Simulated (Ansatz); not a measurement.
**The gallium atom (doublet): wave-function methods side by side, cc-pVTZ**

The task here is to estimate one member of a computed series from the others.

Method: cc-pVTZ, core rule «outside noble gas», up to 14 orbitals frozen; program: Ansatz 0.2.0, Gaussian basis.

To be run: UHF; CCSD(T) on ROHF; CCSD(T) on UHF; BCCD(T) on ROHF; CISD; CCSDT on ROHF; CCSDT on UHF; CASSCF and MRCISD+Q, 3 electrons in 4 orbitals; CASSCF and NEVPT4(SD), 3 electrons in 4 orbitals; CASSCF and NEVPT2, 3 electrons in 4 orbitals.

## The atom

A free atom, in its lowest state of this spin that the program finds. No spin-orbit coupling is included. The filled d shell of Ga may be among the frozen orbitals whatever the setting's name suggests; the logs give the count.

1 atom, charge 0, spin multiplicity 2.

The first run:

Contents of in.yaml:

```yaml
crystal:
  periodic: [false, false, false]
  atoms:
    - {symbol: Ga, position_ang: [0.000000, 0.000000, 0.000000]}
basis:
  gaussian: {orbitals: cc-pVTZ}
magnetization: {spin_polarized: true, initial_magnetization: 1}
hamiltonian: {xc: hf}
output: {orbitals: {seedname: orbitals}}
```

Started as:

```sh
ansatz run in.yaml --threads 1 --pin off --events-out ev --progress --plain --max-ram 2393MiB
```

Steps of the session up to this table: UHF; CCSD(T) on ROHF; CCSD(T) on UHF; BCCD(T) on ROHF; CISD; CCSDT on ROHF; CCSDT on UHF; CASSCF and MRCISD+Q, 3 electrons in 4 orbitals; CASSCF and NEVPT4(SD), 3 electrons in 4 orbitals; CASSCF and NEVPT2, 3 electrons in 4 orbitals.

One table of the session follows, with a row left open; its other results are not shown here.

```
            method  from RCCSD(T) (meV)
              ROHF              +1371.9
               UHF              +1285.6
              RMP2               +376.2
              UMP2               +377.3
              CISD                    ?
             RCCSD                +26.3
             UCCSD                +19.3
          RCCSD(T)                    0
          UCCSD(T)                 -3.9
           BCCD(T)                  0.0
            RCCSDT                 -8.5
            UCCSDT                -12.2
    CASSCF valence               +750.7
    NEVPT2 valence               +180.3
NEVPT4(SD) valence                +11.2
    MRCISD valence                 +1.8
  MRCISD+Q valence                -22.0
```

Estimate the missing values for CISD.

**Answer.** from RCCSD(T) (meV): +26.2. In the column «from RCCSD(T) (meV)» it lies between UCCSD (+19.3) and RCCSD (+26.3).

To keep in mind: Restricted and unrestricted rows rest on different reference determinants; where their highest levels disagree by more than a few hundredths of an eV, they describe different states and don't form one ladder.
